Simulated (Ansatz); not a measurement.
# C2H6BFSi: the cost of one run

Program: Ansatz 0.2.0. Level of theory: RKS r2SCAN-D4/def2-SVP. These are calculated values, not measurements.

### Step 1. Starting geometry

SMILES `FC=CB[SiH3]`, 11 atoms, charge 0, spin multiplicity 1.

Atoms are counted from 1 here; the program's logs count them from 0.

Bond lengths: F1–C2 1.329 Å, C2–C3 1.358 Å, C2–H6 1.107 Å, C3–B4 1.538 Å, C3–H7 1.104 Å, B4–Si5 2.023 Å, B4–H8 1.218 Å, Si5–H9 1.513 Å, Si5–H10 1.513 Å, Si5–H11 1.506 Å. Angles: F1–C2–C3 123.7°, F1–C2–H6 111.0°, C3–C2–H6 125.3°, C2–C3–B4 124.0°, C2–C3–H7 113.3°, B4–C3–H7 122.8°, C3–B4–Si5 120.7°, C3–B4–H8 118.6°, Si5–B4–H8 120.7°, B4–Si5–H9 110.4°, B4–Si5–H10 110.2°, B4–Si5–H11 115.0°, H9–Si5–H10 105.8°, H9–Si5–H11 107.5°, H10–Si5–H11 107.5°.

Geometry (Å):

```
F    -0.91248   -0.81819    2.71522
C     0.14204   -0.12565    2.29733
C     0.39353    0.14879    0.99150
B    -0.50619   -0.30472   -0.17071
Si   -0.03356    0.15625   -2.08302
H     0.77364    0.18905    3.15034
H     1.31691    0.73506    0.83895
H    -1.50745   -0.94884    0.08418
H     0.07378    1.65637   -2.25169
H     1.33069   -0.39748   -2.43350
H    -1.00541   -0.34744   -3.11789
```

This geometry comes from a loose relaxation at PBE in a small basis, which is not shown.

### Step 3. Setting up the map

- dihedral C2–C3–B4–Si5: 12 values from −180 to 150 °, periodic
- dihedral F1–C2–C3–B4: 12 values from −180 to 150 °, periodic

Relaxed at each point: all other coordinates. Energies count from the relaxed molecule at the same level. Points are written as (first, second).

(The set-up runs are not shown.)

### Step 4. Grid point (150°, 60°)

The input, input.yaml:

```yaml
crystal:
  periodic: [false, false, false]
  atoms:
    - { symbol: F, position_ang: [-0.826744, -0.818174, 2.744684] }
    - { symbol: C, position_ang: [-0.049491, 0.102033, 2.197585] }
    - { symbol: C, position_ang: [0.5284, -0.110362, 0.996308] }
    - { symbol: B, position_ang: [-0.492243, -0.350357, -0.127393] }
    - { symbol: Si, position_ang: [-0.076706, 0.183819, -2.030531] }
    - { symbol: H, position_ang: [0.437387, 0.643116, 3.020813] }
    - { symbol: H, position_ang: [1.340494, 0.601047, 0.795304] }
    - { symbol: H, position_ang: [-1.374295, -1.156383, 0.059116] }
    - { symbol: H, position_ang: [1.184069, 0.986385, -2.15211] }
    - { symbol: H, position_ang: [-0.068426, -0.89713, -3.071046] }
    - { symbol: H, position_ang: [-1.190729, 1.114764, -2.413465] }
basis:
  gaussian: { orbitals: def2-SVP }
hamiltonian:
  xc: r2scan
  dispersion: d4
output:
  forces: true
relax:
  f_tol: 0.02
  max_steps: 50
  escape_saddle: false
  constraints: [{ sites: [1, 2, 3, 4] }, { sites: [0, 1, 2, 3] }]
scf:
  lower_state_search: "off"
```

Launch:

```bash
$ ansatz run input.yaml --threads 1 --pin off --max-ram 2560MiB --backend cpu --events-out ev --progress --plain --runs-dir out
```

Q: Estimate wall time and peak memory on 1 thread of Intel Xeon 6975P-C (Granite Rapids), shared host.

About 12 s, with a peak of 0.16 GiB.
